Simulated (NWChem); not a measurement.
# A workflow on the pair GeHF···H2O2

Aim: a single-point energy (singlet GeH3O2F, wB97X-D3/cc-pVDZ), then the energy (singlet GeHF, wB97X-D3/cc-pVDZ), then the energy (singlet H2O2, wB97X-D3/cc-pVDZ), then the energy (singlet GeHF, wB97X-D3/cc-pVDZ), then a single-point energy (singlet H2O2, wB97X-D3/cc-pVDZ) of FGeH3O2 and its partners. 

The results are computed with NWChem 7.3.0.

### 1 The molecule

The species is GeH3O2F (7 atoms), meant as a singlet with charge 0. The two molecules were placed rigidly side by side, at 1.3 times their contact distance; the pair isn't optimised.

Bond lengths: F1–Ge2 1.757 Å, O4–O5 1.426 Å, Ge2–H3 1.609 Å, O4–H6 0.965 Å, O5–H7 0.965 Å. Angles: F1–Ge2–H3 94.2°, O4–O5–H7 101.1°, O5–O4–H6 101.1°.

### 2 The energy at wB97X-D3/cc-pVDZ (run 1)

fgeh3o2.nw

```
start fgeh3o2
memory stack 880 mb heap 220 mb global 1100 mb

geometry units angstrom noautosym nocenter noautoz
   F      0.675770     1.034230     0.474130
   Ge    -0.654230     0.216830    -0.331170
   H     -0.021530    -1.251070    -0.142970
   O      2.488170    -2.686170     3.271910
   O      1.744240    -3.654140     2.535840
   H      2.354230    -2.997110     4.175550
   H      1.028540    -3.110320     2.184800
end

basis spherical bse
   * library cc-pVDZ
end

dft
   xc wb97x-d3
   mult 1
   grid fine
   convergence energy 1e-08
   iterations 100
   mulliken
   print low
end

task dft energy
```

Run with:

```sh
$ nwchem fgeh3o2.nw > fgeh3o2.out
```

Output:

```text
[...]
 d= 0,ls=0.0,diis     1  -2328.8712918792 -2.54D+03  1.12D-02  7.95D-01     8.2
[...]
 d= 0,ls=0.0,diis    10  -2328.9632001094 -6.89D-09  8.76D-07  3.14D-09    62.1
         Total DFT energy =    -2328.963200109361
      One electron energy =    -3663.793588340736
           Coulomb energy =     1231.162627105776
    Exchange-Corr. energy =     -107.746480546422
 Nuclear repulsion energy =      211.414811097942
    Dispersion correction =       -0.000569425920
[...]
      Total Density - Mulliken Population Analysis
     ---------------------------------------------
    Atom       Charge   Shell Charges
 -----------   ------   -------------------------------------------------------
    1 F    9     9.38   2.01  0.89  1.04  3.31  2.13  0.00
    2 Ge  32    31.47   2.00  2.00  2.01  1.13  0.69  6.00  6.00  0.97  0.52  9.92  0.23
    3 H    1     1.15   0.71  0.43  0.01
    4 O    8     8.18   2.01  0.86  0.91  2.77  1.61  0.02
    5 O    8     8.18   2.01  0.86  0.91  2.77  1.61  0.02
    6 H    1     0.82   0.69  0.05  0.08
    7 H    1     0.82   0.69  0.05  0.08
[...]
```

It took 63 s on 1 thread of Intel Xeon Platinum 8488C (Sapphire Rapids), shared host; peak memory 0.15 GiB.

### 3 GeHF: a single-point energy at wB97X-D3/cc-pVDZ (run 2)

geom.nw

```
start geom
memory 2200 mb

geometry units atomic noautosym nocenter noautoz
  F   1.27702022  1.95441145  0.89597585
  Ge -1.23631552  0.40974932 -0.62582060
  H  -0.04068580 -2.36417966 -0.27017414
end

basis spherical bse
  F library cc-pVDZ
  Ge library cc-pVDZ
  H library cc-pVDZ
end

dft
  xc wb97x-d3
  grid fine
  convergence energy 1e-08
  iterations 100
  mulliken
  print low
end

task dft energy
```

Run with:

```sh
$ nwchem geom.nw > geom.out
```

Output:

```text
[...]
 d= 0,ls=0.0,diis     1  -2177.3898556912 -2.28D+03  1.88D-02  5.11D-01     5.9
[...]
 d= 0,ls=0.0,diis     8  -2177.4546146090 -6.60D-09  1.48D-06  3.84D-09    31.4
         Total DFT energy =    -2177.454614608984
      One electron energy =    -3231.602127012437
           Coulomb energy =     1044.828897510948
    Exchange-Corr. energy =      -89.893884487857
 Nuclear repulsion energy =       99.212640538894
    Dispersion correction =       -0.000141158532
[...]
      Total Density - Mulliken Population Analysis
     ---------------------------------------------
    Atom       Charge   Shell Charges
 -----------   ------   -------------------------------------------------------
    1 F    9     9.38   2.01  0.89  1.04  3.31  2.14  0.00
    2 Ge  32    31.48   2.00  2.00  2.01  1.12  0.69  6.00  6.00  0.97  0.52  9.92  0.23
    3 H    1     1.14   0.71  0.42  0.01
[...]
```

It took 32 s on 1 thread of Intel Xeon Platinum 8488C (Sapphire Rapids), shared host; peak memory 0.14 GiB.

### 4 H2O2: a single-point energy at wB97X-D3/cc-pVDZ (run 3)

h2o2.nw

```
echo
start h2o2
title "H2O2 wB97X-D3"
memory total 2200 mb

geometry units atomic noautosym nocenter noautoz
  O    4.70195985  -5.07612562   6.18301380
  O    3.29613590  -6.90532382   4.79204310
  H    4.44884993  -5.66371707   7.89064592
  H    1.94365891  -5.87765296   4.12867364
end

basis spherical bse
  * library cc-pVDZ
end

dft
  xc wb97x-d3
  grid fine
  convergence energy 1e-08
  maxiter 100
  mulliken
  noprint "final vectors analysis"
end

task dft energy
```

Run with:

```sh
$ nwchem h2o2.nw > h2o2.out
```

Output:

```text
[...]
          Wavefunction type:  closed shell.
          No. of atoms     :     4
          No. of electrons :    18
[...]
          Charge           :     0
          Spin multiplicity:     1
[...]
          AO basis - number of functions:    38
[...]
              XC Information
              --------------
                    wb97x-d3  Method XC Functional
                     Hartree-Fock (Exact) Exchange  1.000
                      wb97x-d3 Exchange Functional  1.000
                   wb97x-d3 Correlation Functional  1.000
[...]
 d= 0,ls=0.0,diis     1   -151.4816699992 -1.89D+02  9.20D-03  2.81D-01     0.7
[...]
 d= 0,ls=0.0,diis     8   -151.5082247688 -2.75D-09  7.97D-07  2.17D-10     4.6
         Total DFT energy =     -151.508224768823
      One electron energy =     -282.457299353164
           Coulomb energy =      111.520042281507
    Exchange-Corr. energy =      -17.854024737960
 Nuclear repulsion energy =       37.283123593846
    Dispersion correction =       -0.000066553052
[...]
      Total Density - Mulliken Population Analysis
     ---------------------------------------------
    Atom       Charge   Shell Charges
 -----------   ------   -------------------------------------------------------
    1 O    8     8.18   2.01  0.86  0.91  2.77  1.61  0.02
    2 O    8     8.18   2.01  0.86  0.91  2.77  1.61  0.02
    3 H    1     0.82   0.69  0.05  0.08
    4 H    1     0.82   0.69  0.05  0.08
[...]
```

It took 5.4 s on 1 thread of Intel Xeon Platinum 8488C (Sapphire Rapids), shared host; peak memory 0.11 GiB.

### 5 GeHF among ghost functions: the energy at wB97X-D3/cc-pVDZ (with ghost functions) (run 4)

fgeh.nw

```
start fgeh
title "FGeH"
memory stack 880 mb heap 220 mb global 1100 mb

geometry units angstroms noautosym nocenter noautoz
F        0.675770       1.034230       0.474130
Ge      -0.654230       0.216830      -0.331170
H       -0.021530      -1.251070      -0.142970
bqO      2.488170    -2.686170     3.271910
bqO      1.744240    -3.654140     2.535840
bqH      2.354230    -2.997110     4.175550
bqH      1.028540    -3.110320     2.184800
end

basis spherical bse
F library cc-pVDZ
Ge library cc-pVDZ
H library cc-pVDZ
bqO library O cc-pVDZ
bqH library H cc-pVDZ
end

dft
xc wb97x-d3
mult 1
grid fine
convergence energy 1e-08
iterations 100
mulliken
print low
end

task dft
```

Run with:

```sh
$ nwchem fgeh.nw > fgeh.out
```

Output:

```text
[...]
 d= 0,ls=0.0,diis     1  -2177.3898234921 -2.28D+03  1.03D-02  5.11D-01     7.4
[...]
 d= 0,ls=0.0,diis     8  -2177.4546409903 -6.55D-09  8.06D-07  3.77D-09    47.2
         Total DFT energy =    -2177.454640990336
      One electron energy =    -3231.597367935693
           Coulomb energy =     1044.823872907669
    Exchange-Corr. energy =      -89.893652347470
 Nuclear repulsion energy =       99.212647543663
    Dispersion correction =       -0.000141158505
[...]
      Total Density - Mulliken Population Analysis
     ---------------------------------------------
    Atom       Charge   Shell Charges
 -----------   ------   -------------------------------------------------------
    1 F    9     9.38   2.01  0.89  1.04  3.31  2.14  0.00
    2 Ge  32    31.48   2.00  2.00  2.01  1.12  0.69  6.00  6.00  0.97  0.53  9.92  0.23
    3 H    1     1.14   0.71  0.42  0.01
    4 X    0     0.00   0.00  0.00 -0.00 -0.00  0.00 -0.00
    5 X    0    -0.00   0.00  0.00 -0.00 -0.00 -0.00 -0.00
    6 X    0     0.00   0.00  0.00  0.00
    7 X    0     0.00  -0.00  0.00 -0.00
[...]
```

Wall time 48 s (1 thread of Intel Xeon Platinum 8488C (Sapphire Rapids), shared host); peak memory 0.15 GiB.

### 6 H2O2 among ghost functions: a single-point energy at wB97X-D3/cc-pVDZ (with ghost functions) (run 5)

h2o2.nw

```
start h2o2
title "H2O2 energy"
memory 2200 mb

geometry units bohr noautosym nocenter noautoz
  O    4.70195985  -5.07612562   6.18301380
  O    3.29613590  -6.90532382   4.79204310
  H    4.44884993  -5.66371707   7.89064592
  H    1.94365891  -5.87765296   4.12867364
  bqF      1.277020     1.954411     0.895976
  bqGe    -1.236316     0.409749    -0.625821
  bqH     -0.040686    -2.364180    -0.270174
end

basis spherical bse
  O library cc-pVDZ
  H library cc-pVDZ
  bqF library F cc-pVDZ
  bqGe library Ge cc-pVDZ
  bqH library H cc-pVDZ
end

dft
  xc wb97x-d3
  grid fine
  convergence energy 1e-08
  iterations 100
  mulliken
  noprint "final vectors analysis"
end

task dft
```

Run with:

```sh
$ nwchem h2o2.nw > h2o2.out
```

Output:

```text
[...]
          Wavefunction type:  closed shell.
          No. of atoms     :     7
          No. of electrons :    18
[...]
          Charge           :     0
          Spin multiplicity:     1
[...]
          AO basis - number of functions:    84
[...]
              XC Information
              --------------
                    wb97x-d3  Method XC Functional
                     Hartree-Fock (Exact) Exchange  1.000
                      wb97x-d3 Exchange Functional  1.000
                   wb97x-d3 Correlation Functional  1.000
[...]
 d= 0,ls=0.0,diis     1   -151.4817864609 -1.89D+02  4.16D-03  2.81D-01     4.1
[...]
 d= 0,ls=0.0,diis     8   -151.5083365431 -2.71D-09  9.49D-07  7.72D-09    37.8
         Total DFT energy =     -151.508336543149
      One electron energy =     -282.455651476337
           Coulomb energy =      111.518071633277
    Exchange-Corr. energy =      -17.853813740883
 Nuclear repulsion energy =       37.283123593846
    Dispersion correction =       -0.000066553052
[...]
      Total Density - Mulliken Population Analysis
     ---------------------------------------------
    Atom       Charge   Shell Charges
 -----------   ------   -------------------------------------------------------
    1 O    8     8.18   2.01  0.86  0.91  2.77  1.61  0.02
    2 O    8     8.18   2.01  0.86  0.91  2.77  1.61  0.02
    3 H    1     0.82   0.69  0.05  0.08
    4 H    1     0.82   0.69  0.05  0.08
    5 X    0    -0.00   0.00  0.00 -0.00 -0.00 -0.00 -0.00
    6 X    0    -0.00  -0.00  0.00  0.00  0.00 -0.00 -0.00  0.00 -0.00 -0.00 -0.00 -0.00
    7 X    0     0.00  -0.00  0.00 -0.00
[...]
```

Wall time 39 s (1 thread of Intel Xeon Platinum 8488C (Sapphire Rapids), shared host); peak memory 0.15 GiB.

### 7 Results

| quantity | value |
| --- | --- |
| run 1, wB97X-D3/cc-pVDZ: total energy | -2328.96320 Eh |
| run 1, wB97X-D3/cc-pVDZ: dispersion energy | -1.50 kJ/mol |
| GeHF: total energy | -2177.45461 Eh |
| GeHF: dispersion energy | -0.37 kJ/mol |
| H2O2: total energy | -151.50822 Eh |
| H2O2: dipole moment | 1.85 D |
| H2O2: dispersion energy | -0.17 kJ/mol |
| GeHF among ghost functions: total energy | -2177.45464 Eh |
| GeHF among ghost functions: dispersion energy | -0.37 kJ/mol |
| H2O2 among ghost functions: total energy | -151.50834 Eh |
| H2O2 among ghost functions: dipole moment | 1.85 D |
| H2O2 among ghost functions: dispersion energy | -0.17 kJ/mol |
| interaction energy of the rigid parts GeHF and H2O2 (parts in their own basis; closest atoms 3.16 Å apart) | -0.010 eV |
| interaction energy of the rigid parts GeHF and H2O2 (parts in the whole basis, counterpoise; closest atoms 3.16 Å apart) | -0.006 eV |

In words: The interaction energy of the rigid parts GeHF and H2O2 (parts in their own basis; closest atoms 3.16 Å apart) is −0.01 eV (−0.9 kJ/mol). Without counterpoise this holds the superposition error of the basis. The interaction energy of the rigid parts GeHF and H2O2 (parts in the whole basis, counterpoise; closest atoms 3.16 Å apart) is −0.01 eV (−0.1 kcal/mol). The basis-set superposition error is 0.4 kJ/mol. Mulliken charges (run 1, wB97X-D3/cc-pVDZ) run from -0.38 on F1 to +0.53 on Ge2. Mulliken charges (GeHF) run from -0.38 on F1 to +0.52 on Ge2; they depend strongly on the basis. Mulliken charges (H2O2) run from -0.18 on O1 to +0.18 on H3; they depend strongly on the basis.
